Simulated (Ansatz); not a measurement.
**doublet [GeHF3]−: levels of theory compared**

Wanted: a comparison of 6 runs (U-r2SCAN/aug-cc-pVDZ, U-wB97M-V/aug-cc-pVDZ, U-wB97X/aug-cc-pVDZ, UB2PLYP/aug-cc-pVDZ, UB3LYP/aug-cc-pVDZ, UPBE/aug-cc-pVDZ) of doublet [GeHF3]−. 

The calculation is run with Ansatz 0.2.0.

48 further runs of the same task are left out: 48 set aside as unsound or not needed. Runs told in other sessions of the task aren't counted.

### 1 The structure to begin with

The species is [GeHF3]− (5 atoms), meant as a doublet with charge -1. As SMILES of the parent species, `[F][GeH]([F])[F]`. Geometry: relaxed at PBE0-D4/def2-TZVP. That shape belongs to the parent species and isn't relaxed for this state.

Bond lengths: F1–Ge2 1.707 Å, Ge2–F3 1.707 Å, Ge2–F4 1.707 Å, Ge2–H5 1.516 Å. Angles: F1–Ge2–F3 106.4°, F1–Ge2–F4 106.4°, F3–Ge2–F4 106.4°, F1–Ge2–H5 112.4°, F3–Ge2–H5 112.4°, F4–Ge2–H5 112.4°.

### 2 The energy at U-r2SCAN/aug-cc-pVDZ (run 1)

job.yaml

```yaml
basis:
  gaussian: {orbitals: aug-cc-pVDZ}
crystal:
  periodic: [false, false, false]
  atoms:
    - {symbol: F, position_ang: [-0.249800, -0.734100, 1.483000]}
    - {symbol: Ge, position_ang: [0.095600, -0.008700, -0.023300]}
    - {symbol: F, position_ang: [-0.673100, 1.515700, -0.011300]}
    - {symbol: F, position_ang: [-0.708100, -0.944000, -1.204000]}
    - {symbol: H, position_ang: [1.585200, 0.097300, -0.285700]}
total_charge: -1
magnetization: {spin_polarized: true, initial_magnetization: 1}
hamiltonian: {xc: {name: r2SCAN}}
accuracy: high
output: {orbitals: {seedname: orbitals}}
```

On the command line:

```bash
$ ansatz run job.yaml --threads 1 --pin off --max-ram 3480MiB --events-out events.jsonl --progress --plain --runs-dir runs
```

The log of the run:

```text
Warning: RAYON_NUM_THREADS=1 ignored (pool sized by the plan → 1); use --threads N
Functional definition: r2SCAN
  name "r2SCAN"
  parameter k0 = 0.174
  parameter k1 = 0.065
  parameter a1 = 4.9479
  exchange = r2scan_x(k0 = k0, k1 = k1, a1 = a1)
  correlation = r2scan_c
2323 factors; integrals over basis functions are off by at most 4.5e-9 eV
mean field evaluation 1: about -64682.8974 eV, gradient 1.4e1 eV
mean field evaluation 2: about -64681.9718 eV, gradient 1.8e1 eV
mean field evaluation 4: about -64684.0912 eV, gradient 1.4e0 eV
mean field evaluation 8: about -64684.1074 eV, gradient 1.5e-1 eV
mean field evaluation 16: about -64684.1077 eV, gradient 1.4e-3 eV
mean field evaluation 32: about -64684.1077 eV, gradient 1.3e-7 eV
mean field evaluation 64: about -64684.0749 eV, gradient 2.4e0 eV
mean field -64684.10769433 eV, -2377.0971133038 hartree, gradient 7.0e-8 eV, S^2 0.750642; 10 other end points of the search recorded, 0 dependent functions left out
reference -64684.10771301 eV, -2377.0971139903 hartree; 31, 30 occupied and 83, 84 virtual orbitals, 2323 factors
Total energy: -64684.10771301 eV, -2377.0971139903 hartree
```

Run time: 1.9 min. Hardware: 1 thread of Arm Neoverse V1, shared host; peak memory 0.59 GiB.

### 3 The energy at U-wB97M-V/aug-cc-pVDZ (run 2)

molecule.yaml

```yaml
crystal:
  periodic: [false, false, false]
  atoms:
    - {symbol: F, position_ang: [-0.249800, -0.734100, 1.483000]}
    - {symbol: Ge, position_ang: [0.095600, -0.008700, -0.023300]}
    - {symbol: F, position_ang: [-0.673100, 1.515700, -0.011300]}
    - {symbol: F, position_ang: [-0.708100, -0.944000, -1.204000]}
    - {symbol: H, position_ang: [1.585200, 0.097300, -0.285700]}
basis:
  gaussian:
    orbitals: aug-cc-pVDZ
total_charge: -1
magnetization:
  spin_polarized: true
  initial_magnetization: 1
hamiltonian:
  xc: {name: wB97M-V}
accuracy: high
output:
  orbitals: {seedname: orbitals}
```

On the command line:

```bash
$ ansatz run molecule.yaml --threads 1 --pin off --max-ram 3480MiB --events-out events.jsonl --progress --plain --runs-dir runs
```

The log of the run, cut to the lines that bear on the results:

```text
Warning: RAYON_NUM_THREADS=1 ignored (pool sized by the plan → 1); use --threads N
Functional definition: wB97M-V
  name "wB97M-V"
[...]
  gx(w, u) = 1 - cx + cx01*u + cx10*w
  gss(w, u) = css00 + css04*u^4 + css10*w + css20*w^2 + css43*w^4*u^3
  gos(w, u) = cos00 + cos10*w + (cos20 + cos21*u)*w^2 + (cos60 + cos61*u)*w^6
[...]
      + integral(e_c_pw_mod_opposite_spin*gos(b97_w_opposite, b97_u_opposite)) + vv10(b, c)
2323 factors; integrals over basis functions are off by at most 4.5e-9 eV
435 factors; integrals over basis functions are off by at most 1.7e-9 eV
[...]
mean field -64682.51521044 eV, -2377.0385906001 hartree, gradient 3.1e-8 eV, S^2 0.751254; 6 other end points of the search recorded, 0 dependent functions left out
reference -64682.51521228 eV, -2377.0385906680 hartree; 31, 30 occupied and 83, 84 virtual orbitals, 2323 factors
Total energy: -64682.51521228 eV, -2377.0385906680 hartree
```

It took 7.1 min on 1 thread of Arm Neoverse V1, shared host; peak memory 1.3 GiB.

Runs 3 to 5 aren't shown in full; the table further down has their settings and results.

### 4 A single-point energy at UPBE/aug-cc-pVDZ (run 6)

run.yaml

```yaml
crystal:
  periodic: [false, false, false]
  atoms:
    - {symbol: F, position_ang: [-0.249800, -0.734100, 1.483000]}
    - {symbol: Ge, position_ang: [0.095600, -0.008700, -0.023300]}
    - {symbol: F, position_ang: [-0.673100, 1.515700, -0.011300]}
    - {symbol: F, position_ang: [-0.708100, -0.944000, -1.204000]}
    - {symbol: H, position_ang: [1.585200, 0.097300, -0.285700]}
basis:
  gaussian: {orbitals: aug-cc-pVDZ}
total_charge: -1
magnetization: {spin_polarized: true, initial_magnetization: 1}
hamiltonian: {xc: {name: PBE}}
accuracy: high
output: {orbitals: {seedname: orbitals}}
```

On the command line:

```bash
$ ansatz run run.yaml --threads 1 --pin off --max-ram 3480MiB --events-out events.jsonl --progress --plain --runs-dir runs
```

The log of the run:

```text
Warning: RAYON_NUM_THREADS=1 ignored (pool sized by the plan → 1); use --threads N
Functional definition: PBE
  name "PBE"
  parameter kappa = 0.804
  parameter beta = 0.06672455060314922
  exchange = pbe_x(kappa = kappa, mu = beta*pi^2/3)
  correlation = pbe_c(beta = beta)
2323 factors; integrals over basis functions are off by at most 4.5e-9 eV
mean field evaluation 1: about -64669.5450 eV, gradient 1.7e1 eV
mean field evaluation 2: about -64666.2435 eV, gradient 3.0e1 eV
mean field evaluation 4: about -64671.5074 eV, gradient 2.4e0 eV
mean field evaluation 8: about -64671.5458 eV, gradient 7.3e-2 eV
mean field evaluation 16: about -64671.5460 eV, gradient 5.4e-4 eV
mean field evaluation 32: about -64671.5460 eV, gradient 2.7e-8 eV
mean field evaluation 64: about -64671.3178 eV, gradient 1.0e0 eV
mean field -64671.54600080 eV, -2376.6354795811 hartree, gradient 2.7e-8 eV, S^2 0.750386; 10 other end points of the search recorded, 0 dependent functions left out
reference -64671.54600484 eV, -2376.6354797296 hartree; 31, 30 occupied and 83, 84 virtual orbitals, 2323 factors
Total energy: -64671.54600484 eV, -2376.6354797296 hartree
```

Run time: 70 s. Hardware: 1 thread of Arm Neoverse V1, shared host; peak memory 0.45 GiB.

### 5 Overview of the runs

| run | level | frozen core orbitals | energy (Eh) | HOMO energy (eV) | LUMO energy (eV) | ⟨S²⟩ | wall time |
| --- | --- | --- | --- | --- | --- | --- | --- |
| 1 | U-r2SCAN/aug-cc-pVDZ | – | -2377.097114 | 2.25 | 2.57 | 0.751 | 1.9 min |
| 2 | U-wB97M-V/aug-cc-pVDZ | – | -2377.038591 | 0.99 | 3.90 | 0.751 | 7.1 min |
| 3 | U-wB97X/aug-cc-pVDZ | – | -2377.199343 | 0.80 | 4.01 | 0.751 | 3.7 min |
| 4 | UB2PLYP/aug-cc-pVDZ | 12 | -2376.625903 | 1.69 | 3.21 | 0.751 | 95 s |
| 5 | UB3LYP/aug-cc-pVDZ | – | -2377.275733 | 1.95 | 2.79 | 0.750 | 2.1 min |
| 6 | UPBE/aug-cc-pVDZ | – | -2376.635480 | 2.21 | 2.45 | 0.750 | 70 s |

### 6 What came out

| quantity | value |
| --- | --- |
| run 6: total energy | -2376.63548 Eh |
| run 6: HOMO energy (highest over α and β) | 2.21 eV |
| run 6: LUMO energy (lowest over α and β) | 2.45 eV |
| run 6: ⟨S²⟩ | 0.750 |

What this shows: Totals of different functionals can't be ranked against each other. In all runs the HOMO lies above zero, from self-interaction, a short basis or an electron that isn't bound. All runs together took 18 min, the longest 7.1 min.
